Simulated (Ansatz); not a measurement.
# BGeH5Si: the cost of one run

Program: Ansatz 0.2.0, Gaussian basis. Level of theory: the settings change from run to run. These are calculated values, not measurements.

## Step 1: The molecule

The geometry comes from an earlier relaxation with PBE0-D4 in a triple-zeta def2 set; it is a stationary point, not always the lowest conformer.

8 atoms, charge 0, spin multiplicity 1.

Atoms are counted from 1 here; the program's logs count them from 0.

Bond lengths: B1–Si2 1.872 Å, B1–Ge3 1.935 Å, B1–H4 1.188 Å, Si2–Ge3 2.760 Å, Si2–H5 1.489 Å, Si2–H6 1.483 Å, Ge3–H7 1.540 Å, Ge3–H8 1.535 Å. Angles: Si2–B1–Ge3 92.9°, Si2–B1–H4 129.0°, Ge3–B1–H4 123.6°, B1–Si2–Ge3 44.5°, B1–Si2–H5 127.4°, B1–Si2–H6 122.7°, Ge3–Si2–H5 146.3°, Ge3–Si2–H6 86.5°, H5–Si2–H6 109.9°, B1–Ge3–Si2 42.6°, B1–Ge3–H7 125.7°, B1–Ge3–H8 124.9°, Si2–Ge3–H7 143.9°, Si2–Ge3–H8 89.1°, H7–Ge3–H8 109.0°.

## Step 2: B3LYP5/aug-pcseg-2

This run has coordinates scaled by 1.25.

in.yaml reads:

```yaml
crystal:
  periodic: [false, false, false]
  atoms:
    - {symbol: B, position_ang: [-1.030263, -0.171718, -1.037580]}
    - {symbol: Si, position_ang: [-0.228377, 1.712988, 0.093459]}
    - {symbol: Ge, position_ang: [0.300879, -1.690102, 0.294943]}
    - {symbol: H, position_ang: [-1.277041, -0.355048, -2.490915]}
    - {symbol: H, position_ang: [0.329384, 3.324644, -0.650565]}
    - {symbol: H, position_ang: [0.021162, 1.747404, 1.930489]}
    - {symbol: H, position_ang: [1.368168, -3.141374, -0.384996]}
    - {symbol: H, position_ang: [0.631341, -1.498293, 2.175540]}
basis:
  gaussian: {orbitals: aug-pcseg-2}
hamiltonian: {xc: {name: B3LYP5}}
output: {forces: true}
```

Launch:

```sh
$ ansatz run in.yaml --threads 2 --pin off --events-out ev --progress --plain --max-ram 4352MiB
```

Q: Estimate wall time and peak memory on 2 threads of Arm Neoverse V1, shared host.

About 11 s, with a peak of 0.79 GiB.
